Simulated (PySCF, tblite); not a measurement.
# C₅H₁₄N₂Si₂: geometry, infrared bands and NMR shifts

Aim: predict the infrared bands and NMR shifts of C₅H₁₄N₂Si₂ (`C[SiH2]N([SiH3])CCCC#N`).

Computed with tblite 0.8.0 and PySCF 2.14.0, with density-fitted response routines of our own, on a single molecule in the gas phase. Atoms are numbered from 0 throughout.

## (1) Starting geometry

23 atoms, charge 0, multiplicity 1; geometry from: force field or distance geometry start.

Bonds of the start (Å): C0–Si1 1.85, Si1–N2 1.75, N2–Si3 1.72, N2–C4 1.47, C4–C5 1.54, C5–C6 1.54, C6–C7 1.47, C7–N8 1.15, C0–H9 1.08, C0–H10 1.09, C0–H11 1.10, Si1–H12 1.47, Si1–H13 1.48, Si3–H14 1.47, Si3–H15 1.48, Si3–H16 1.49, C4–H17 1.09, C4–H18 1.10, C5–H19 1.09, C5–H20 1.11, C6–H21 1.09, C6–H22 1.10.

## (2) Relaxing the molecule with GFN2-xTB

Job settings and geometry (Å):

```
{"job": {"kind": "relax", "xc": "GFN2-xTB", "basis": "xTB"}, "charge": 0, "multiplicity": 1}
C     -1.416200     2.303400    -0.129500
Si    -1.954700     0.562000    -0.428300
N     -0.621100    -0.541200    -0.190600
Si    -1.147800    -2.002500    -0.938500
C      0.177600    -0.524700     1.047100
C      1.648800    -0.907300     0.816100
C      2.383600    -0.037000    -0.214300
C      2.472600     1.369300     0.213700
N      2.537700     2.468400     0.552500
H     -0.610000     2.588900    -0.792300
H     -1.090700     2.460700     0.898800
H     -2.258100     2.993300    -0.309000
H     -2.484700     0.465500    -1.790800
H     -3.005300     0.185000     0.545500
H     -1.476400    -1.795100    -2.358900
H     -0.003200    -2.943200    -0.848700
H     -2.270700    -2.584100    -0.153700
H      0.169400     0.469700     1.497100
H     -0.258900    -1.185600     1.803400
H      1.730600    -1.954800     0.517200
H      2.169100    -0.831800     1.788600
H      1.898700    -0.107500    -1.189400
H      3.405200    -0.424200    -0.325900
```

Launch:

```sh
$ OMP_NUM_THREADS=1 python probes_run.py task.json out
```

One launch serves the whole session: the jobs run in the order shown.

**Question.** This job is followed by: GFN2-xTB harmonic vibrations, gas phase; GIAO PBE0/pcSseg-1 NMR shielding, non-relativistic, gas phase. Predict these results of the whole session: strongest single infrared mode (GFN2-xTB); zero-point energy (GFN2-xTB); ¹³C shifts against TMS (PBE0/pcSseg-1); ¹H shifts against TMS (PBE0/pcSseg-1, means over atoms taken as alike); ²⁹Si shifts against TMS (PBE0/pcSseg-1); ¹⁵N shifts against NH3 (PBE0/pcSseg-1); surface potential, 1st and 99th percentile.

**Answer**, as computed:

```
                                                              quantity                                   value
                             strongest single infrared mode (GFN2-xTB)                   2172 cm⁻¹, 492 km/mol
                                          zero-point energy (GFN2-xTB)                          110.3 kcal/mol
                                ¹³C shifts against TMS (PBE0/pcSseg-1)       126.2, 49.3, 33.5, 13.2, -4.5 ppm
¹H shifts against TMS (PBE0/pcSseg-1, means over atoms taken as alike)  5.03, 4.65, 3.25, 2.42, 1.67, 0.69 ppm
                               ²⁹Si shifts against TMS (PBE0/pcSseg-1)                        -22.0, -49.3 ppm
                                ¹⁵N shifts against NH3 (PBE0/pcSseg-1)                          300.1, 9.4 ppm
                                 surface potential, 1st and 99th percentile                      -1.71 V and 1.29 V
```

What this shows: Relaxing lowered the energy by 0.458 eV in 224 steps; the close pair that moved most is C0–Si1, from 1.847 to 1.890 Å. All 63 modes are real, so the xTB geometry is a minimum. The strongest single mode, at 2172 cm⁻¹, moves mainly H15. Unscaled tight-binding wavenumbers are off by several per cent, some by more. Its intensities can rank the bands wrongly. At PBE0/pcSseg-1: Shielding is most anisotropic at N8 (span 508 ppm, paramagnetic term -372 ppm).
